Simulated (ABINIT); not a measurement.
A run of ABINIT 10.8.3 (patched build):

The input run.abi:

```
# Datasets
ndtset 2

# Pseudopotentials
pp_dirpath "./"
pseudos "In.GGA_PBE-JTH.xml, As.GGA_PBE-JTH.xml"

# Structure
acell 4.3074502904 4.3074502904 4.3074502904 Angstrom
rprim
     0.0000000000     0.7071067812     0.7071067812
     0.7071067812     0.0000000000     0.7071067812
     0.7071067812     0.7071067812     0.0000000000
ntypat 2
znucl 49 33
natom 2
typat 1 2
chkprim 0
chksymtnons 0
tolsym 1.0e-6
xred
            0.0            0.0            0.0
            3/4            3/4            3/4

# Plane-wave basis
ecut 22.0
pawecutdg 44.0
ecutsm 0.5

# Exchange and correlation
ixc -116133

# SCF cycle
nstep 80

# Output
iomode 3
prteig 0
prtebands 0
prtwf 0

# Dataset 1: electrons
kptopt1 1
ngkpt1 6 6 6
nshiftk1 1
shiftk1 0.0 0.0 0.0
nband1 18
occopt1 3
tsmear1 0.00183747
tolvrs1 1.0e-10
prtden1 1

# Dataset 2: positron in the electrons' density
positron2 1
ixcpositron2 11
getden2 1
kptopt2 0
nkpt2 1
kpt2 0.0 0.0 0.0
nband2 1
occopt2 2
occ2 1.0
posocc2 1.0
toldfe2 1.0e-9
optforces2 0
optstress2 0
prtden2 0
```

Potentials or basis: JTH PAW PBE v2.0.

Run with:

```bash
$ abinit run.abi > log 2>&1
```

Hardware: 1 thread of Arm Neoverse V1, with other jobs on the host.

Q: How long does it take, and how much memory?

A: Run time: 25 s on 1 thread of Arm Neoverse V1, on a shared host, peak memory 0.11 GiB. Counts: scf iterations 40, mpi ranks 1, k points 16, bands 18, plane waves 1895.
